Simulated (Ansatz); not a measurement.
I need a geometry optimisation of CH9GeNSi, SMILES [CH3][GeH]([NH2])[SiH3]. Use Ansatz 0.2.0, Python API. Use: PBE0, def2-SVP basis, multiplicity 1.

```xyz
13

C    -1.2902    1.0826   -0.6966
Ge   -0.5070   -0.4644    0.0358
N     0.0949   -1.5371   -1.3617
Si    1.3380    0.1811    1.3841
H    -2.1844    0.8217   -1.3761
H    -0.5930    1.7056   -1.3083
H    -1.6846    1.7715    0.1199
H    -1.5035   -1.2321    0.8680
H     0.8599   -0.9675   -1.8090
H     0.6206   -2.3436   -0.8773
H     1.8906   -1.0288    1.9722
H     2.2633    0.9261    0.6032
H     0.7158    1.0500    2.4606
```

`ch9gensi.py`:
```python
# -*- coding: utf-8 -*-
"""Minimum-energy structure of CH9GeNSi."""

import itertools

import ansatz as az
from ase.data import atomic_numbers, covalent_radii
import numpy as np

BASIS = "def2-SVP"
XC = "pbe0"

molecule = (
    az.Crystal.molecule()
    .atom("C", [-1.2902, 1.0826, -0.6966])
    .atom("Ge", [-0.507, -0.4644, 0.0358])
    .atom("N", [0.0949, -1.5371, -1.3617])
    .atom("Si", [1.338, 0.1811, 1.3841])
    .atom("H", [-2.1844, 0.8217, -1.3761])
    .atom("H", [-0.593, 1.7056, -1.3083])
    .atom("H", [-1.6846, 1.7715, 0.1199])
    .atom("H", [-1.5035, -1.2321, 0.868])
    .atom("H", [0.8599, -0.9675, -1.809])
    .atom("H", [0.6206, -2.3436, -0.8773])
    .atom("H", [1.8906, -1.0288, 1.9722])
    .atom("H", [2.2633, 0.9261, 0.6032])
    .atom("H", [0.7158, 1.05, 2.4606])
)

model = molecule.calculation().basis(gaussian=BASIS).functional(XC)
symbols = [site.symbol for site in molecule.cartesian_sites]
start = np.array([site.position_ang for site in molecule.cartesian_sites], dtype=float)
def progress(event):
    if event["event"] == "relax_step":
        row = event["data"]
        print(f"step {row['step']:3d}  E = {row['lagrangian_ev']:.6f} eV  largest force component {row['allowed_force_max_ev_ang']:.4f} eV/A")


data = model.relax(force_tolerance=0.01, max_steps=100).session().plan().execute(on_event=progress).report
end = np.array(data["positions_ang"])

print("reference energy %16.6f eV" % data["reference_energy_ev"])
print("total energy     %16.6f eV" % data["free_energy_ev"])
print("occupied orbitals outside the frozen core (up, down):", data["n_occupied"], " frozen:", data["n_frozen"], " virtual:", data["n_virtual"])

# pairs closer than 1.2 times the sum of covalent radii, before or after
radius = [covalent_radii[atomic_numbers[s]] for s in symbols]
span = lambda where, i, j: np.linalg.norm(where[i] - where[j])
bonded = [(i, j) for i, j in itertools.combinations(range(len(symbols)), 2) if min(span(start, i, j), span(end, i, j)) < 1.2 * (radius[i] + radius[j])]
print("pair        before    after (A)")
for i, j in bonded:
    print(f"{symbols[i]}{i}-{symbols[j]}{j}".ljust(10), f"{span(start, i, j):8.4f} {span(end, i, j):8.4f}")
```

Output of `python ch9gensi.py`:
```text
step   1  E = -67044.400826 eV  largest force component 2.0237 eV/A
step   2  E = -67044.760247 eV  largest force component 0.9951 eV/A
step   3  E = -67044.813426 eV  largest force component 0.2229 eV/A
step   4  E = -67044.824940 eV  largest force component 0.1806 eV/A
step   5  E = -67044.829327 eV  largest force component 0.0641 eV/A
step   6  E = -67044.829770 eV  largest force component 0.0168 eV/A
step   7  E = -67044.829835 eV  largest force component 0.0048 eV/A
reference energy    -67044.829866 eV
total energy        -67044.829866 eV
occupied orbitals outside the frozen core (up, down): [34, 34]  frozen: 0  virtual: [89, 89]
pair        before    after (A)
C0-Ge1       1.8823   1.9529
C0-H4        1.1530   1.0997
C0-H5        1.1173   1.1001
C0-H6        1.1388   1.0997
Ge1-N2       1.8617   1.8506
Ge1-Si3      2.3746   2.4035
Ge1-H7       1.5083   1.5454
N2-H8        1.0534   1.0180
N2-H9        1.0777   1.0177
Si3-H10      1.4543   1.4976
Si3-H11      1.4216   1.4987
Si3-H12      1.5169   1.4981
```

Total energies depend on the basis set; only differences at equal settings carry meaning. The end point is the stationary point reached from this start; no frequency run checks that it is a minimum, and the basis set is modest. Run time: 48 s on 1 thread of Arm Neoverse V2, on a shared host, peak memory 0.39 GiB.

(A comment or docstring line of the script was reworded after the run, the code is as it ran; lines on the test bed's own set-up are left out of the output.)
